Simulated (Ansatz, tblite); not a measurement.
# Nido-B6H10 (SH for H, site c on B) (B6H10S): one state, many levels

One table from this session's results is given with a row withheld; the runs are named, their logs left out.

The runs use Ansatz 0.2.0, Gaussian basis; as each input shows.

Levels to be run: GFN1-xTB, GFN2-xTB, PBE-D4/def2-TZVP, r2SCAN-D4/def2-TZVP, HSE06-D4/def2-TZVP, B2PLYP/def2-TZVP, LDA/def2-TZVP, PBE-D4/def2-SVP, PBE0-D4/def2-SVP, CCSD(T)/def2-SVP, MP2/def2-TZVP.

2 further runs of the same task are left out: 2 set aside as unsound or not needed.

## The relaxed structure

The singlet was relaxed beforehand with PBE0-D4/def2-SVP.

17 atoms, charge 0, spin multiplicity 1.

Bond lengths: B1–B2 1.729 Å, B1–B5 1.806 Å, B1–B6 1.653 Å, B1–H8 1.201 Å, B1–H14 1.337 Å, B2–B4 1.785 Å, B2–B5 1.754 Å, B2–H9 1.199 Å, B2–H14 1.356 Å, B3–B4 1.797 Å, B3–B5 1.766 Å, B3–B6 1.750 Å, B3–H10 1.199 Å, B3–H16 1.366 Å, B3–H17 1.321 Å, B4–B5 1.742 Å, B4–H11 1.197 Å, B4–H15 1.308 Å and more. Angles: B2–B1–B5 59.4°, B2–B1–B6 110.5°, B2–B1–H8 116.0°, B2–B1–H14 50.6°, B5–B1–B6 63.6°, B5–B1–H8 130.1°, B5–B1–H14 101.4°, B6–B1–H8 130.5°, B6–B1–H14 111.9°, H8–B1–H14 110.1°, B1–B2–B4 108.4°, B1–B2–B5 62.5°, B1–B2–H9 126.9°, B1–B2–H14 49.6°, B4–B2–B5 59.0°, B4–B2–H9 122.7°, B4–B2–H14 111.8°, B5–B2–H9 133.9° and more.

As a file:

```xyz
17

B    -0.8730   -1.1096    0.2085
B    -1.0825    0.3388    1.1285
B     0.9795    0.7027   -0.7646
B     0.1156    1.5387    0.5704
B     0.5573   -0.1384    0.7301
B     0.3303   -0.9161   -0.9076
S     1.3252   -2.1475   -1.8119
H    -1.3458   -2.1070    0.6817
H    -1.6876    0.4583    2.1562
H     2.0277    1.0867   -1.2020
H     0.5252    2.4808    1.1853
H     1.3676   -0.5078    1.5325
H     0.4165   -3.1417   -1.7466
H    -1.8109   -0.1625    0.1002
H    -1.1909    1.5938    0.5338
H     0.1898    1.8167   -0.7201
H     0.1560    0.2142   -1.6745
```

PBE0-D4/def2-TZVP was run before; its log isn't repeated, and its numbers join the tables.

Set-up of the first run:

Tight binding, by tblite at 300 K electronic temperature and without a spin-polarisation term:

```python
tblite.interface.Calculator('GFN1-xTB', numbers, positions, charge=0, uhf=0).singlepoint()
```

Tight binding, by tblite at 300 K electronic temperature and without a spin-polarisation term:

```python
tblite.interface.Calculator('GFN2-xTB', numbers, positions, charge=0, uhf=0).singlepoint()
```

start.molden holds the orbitals of an earlier run on this state, given as this run's starting guess.

in.yaml

```yaml
crystal:
  periodic: [false, false, false]
  atoms:
    - {symbol: B, position_ang: [-0.873041, -1.109635, 0.208472]}
    - {symbol: B, position_ang: [-1.082526, 0.338797, 1.128480]}
    - {symbol: B, position_ang: [0.979512, 0.702669, -0.764597]}
    - {symbol: B, position_ang: [0.115625, 1.538684, 0.570428]}
    - {symbol: B, position_ang: [0.557323, -0.138367, 0.730056]}
    - {symbol: B, position_ang: [0.330258, -0.916078, -0.907589]}
    - {symbol: S, position_ang: [1.325178, -2.147545, -1.811890]}
    - {symbol: H, position_ang: [-1.345825, -2.106971, 0.681724]}
    - {symbol: H, position_ang: [-1.687629, 0.458293, 2.156176]}
    - {symbol: H, position_ang: [2.027686, 1.086711, -1.201961]}
    - {symbol: H, position_ang: [0.525220, 2.480752, 1.185322]}
    - {symbol: H, position_ang: [1.367649, -0.507833, 1.532503]}
    - {symbol: H, position_ang: [0.416517, -3.141712, -1.746553]}
    - {symbol: H, position_ang: [-1.810921, -0.162544, 0.100239]}
    - {symbol: H, position_ang: [-1.190871, 1.593798, 0.533788]}
    - {symbol: H, position_ang: [0.189835, 1.816731, -0.720146]}
    - {symbol: H, position_ang: [0.155999, 0.214242, -1.674451]}
basis:
  gaussian: {orbitals: def2-TZVP, initial_orbitals: start.molden}
hamiltonian: {xc: pbe, dispersion: d4}
scf: {omitted_lower_state_checks: [starts]}
output: {forces: true, orbitals: {seedname: orbitals}}
```

The run is started by

```console
$ ansatz run in.yaml --threads 4 --pin off --events-out ev --progress --plain --max-ram 4787MiB
```

Steps of the session up to this table: PBE-D4/def2-TZVP; r2SCAN-D4/def2-TZVP; HSE06-D4/def2-TZVP; B2PLYP/def2-TZVP; LDA/def2-TZVP; PBE-D4/def2-SVP; PBE0-D4/def2-SVP; CCSD(T)/def2-SVP; MP2/def2-TZVP.

One of the session's tables, all rows but one given; the rest of the session is left out.

| method | binding an atom (eV) |
| --- | --- |
| HF/def2-SVP | 2.895 |
| HF/def2-TZVP | 2.829 |
| LDA/def2-TZVP | ? |
| PBE-D4/def2-SVP | 3.843 |
| PBE-D4/def2-TZVP | 3.811 |
| r2SCAN-D4/def2-TZVP | 3.787 |
| PBE0-D4/def2-SVP | 3.821 |
| PBE0-D4/def2-TZVP | 3.780 |
| HSE06-D4/def2-TZVP | 3.781 |
| MP2/def2-SVP | 3.623 |
| MP2/def2-TZVP | 3.642 |
| CCSD/def2-SVP | 3.506 |
| CCSD(T)/def2-SVP | 3.552 |

Estimate the missing values for LDA/def2-TZVP.

As computed: binding an atom (eV): 4.254. In the column «binding an atom (eV)» it is the highest.

Among the levels timed on like hardware and quicker than the yardstick, those that no quicker one beats, quickest first: PBE-D4/def2-SVP (2.3 s, +0.291 eV); PBE0-D4/def2-SVP (2.8 s, +0.269 eV); PBE-D4/def2-TZVP (5.5 s, +0.259 eV); MP2/def2-TZVP (6.5 s, +0.090 eV).

Limits of these values: Free atoms were run apart at each level; binding is atoms less cluster, divided by the number of atoms, without zero-point or spin-orbit terms. The yardstick is in a double-zeta basis, so levels in larger sets aren't compared like for like. CCSD(T)/def2-SVP isn't at the basis-set limit; small misses against it rank nothing.
